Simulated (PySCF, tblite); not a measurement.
# C7H10F3P: geometry, infrared bands and NMR shifts

Wanted: the infrared bands and NMR shifts of C7H10F3P (`C=C/C(C)=P/CCC(F)(F)F`), by calculation.

Computed with tblite 0.8.0 and PySCF 2.14.0, with density-fitted response routines of our own, on a single molecule in the gas phase. Atoms are numbered from 0 throughout.

### Step 1. The molecule as given

21 atoms, charge 0, multiplicity 1; geometry from: force field or distance geometry start.

Bonds of the start (Å): C0–C1 1.31, C1–C2 1.46, C2–C3 1.50, C2–P4 1.65, P4–C5 1.88, C5–C6 1.52, C6–C7 1.50, C7–F8 1.38, C7–F9 1.39, C7–F10 1.37, C0–H11 1.09, C0–H12 1.08, C1–H13 1.10, C3–H14 1.11, C3–H15 1.10, C3–H16 1.13, C5–H17 1.12, C5–H18 1.09, C6–H19 1.12, C6–H20 1.12.

### Step 2. Geometry optimisation with GFN2-xTB

What the job is given:

```
{"job": {"kind": "relax", "xc": "GFN2-xTB", "basis": "xTB"}, "charge": 0, "multiplicity": 1}
C     -3.813300     0.718400     0.546400
C     -2.874300    -0.128200     0.892300
C     -1.549700    -0.162400     0.278500
C     -1.150500     0.767400    -0.828900
P     -0.449100    -1.274200     0.810600
C      1.241300    -1.313900    -0.003400
C      2.015300    -0.179900     0.641400
C      3.424100    -0.024400     0.148600
F      4.208100    -1.147100     0.346700
F      3.939000     1.070000     0.841700
F      3.420400     0.241400    -1.200400
H     -4.803100     0.744000     1.010400
H     -3.647700     1.447500    -0.235600
H     -3.116000    -0.833900     1.704100
H     -0.650000     1.670800    -0.420400
H     -2.043300     1.019700    -1.422300
H     -0.468800     0.231900    -1.546300
H      1.084400    -1.064100    -1.079000
H      1.730600    -2.287800     0.080600
H      2.015400    -0.264900     1.758000
H      1.478400     0.786600     0.440700
```

Run with:

```bash
> OMP_NUM_THREADS=1 python probes_run.py task.json out
```

The driver reads the jobs from task.json and runs them one after another.

**Question.** This job is followed by: GFN2-xTB harmonic vibrations, gas phase; GIAO PBE0/pcSseg-1 NMR shielding, non-relativistic, gas phase. Predict these results of the whole session: strongest single infrared mode (GFN2-xTB); zero-point energy (GFN2-xTB); 13C shifts against TMS (PBE0/pcSseg-1); 1H shifts against TMS (PBE0/pcSseg-1, means over atoms taken as alike); 31P shifts against H3PO4 (PBE0/pcSseg-1); 19F shifts against CFCl3 (PBE0/pcSseg-1, means over atoms taken as alike).

**Answer**, as computed:

| quantity | value |
| --- | --- |
| strongest single infrared mode (GFN2-xTB) | 1186 cm⁻¹, 229 km/mol |
| zero-point energy (GFN2-xTB) | 97.2 kcal/mol |
| 13C shifts against TMS (PBE0/pcSseg-1) | 211.3, 150.4, 135.4, 117.7, 36.6, 25.6, 18.9 ppm |
| 1H shifts against TMS (PBE0/pcSseg-1, means over atoms taken as alike) | 7.31, 5.65, 5.44, 2.45, 2.45, 2.07 ppm |
| 31P shifts against H3PO4 (PBE0/pcSseg-1) | 305.2 ppm |
| 19F shifts against CFCl3 (PBE0/pcSseg-1, means over atoms taken as alike) | -86.5 ppm |

The optimisation took 121 steps and gained 0.812 eV; among the close pairs (by a distance rule), C7–F9 changed most, from 1.394 to 1.343 Å. All 57 modes are real, so the xTB geometry is a minimum. The strongest single mode, at 1186 cm⁻¹, moves mainly C7. Unscaled tight-binding wavenumbers are off by several per cent, some by more. Its intensities can rank the bands wrongly. H13 (hydrogen on an alkene CH) lies farthest downfield among hydrogen, at 7.31 ppm; attached to an sp2 carbon and in the plane of the double bond. At PBE0/pcSseg-1: The largest span, 705 ppm, is at P4, where the paramagnetic term is -956 ppm.
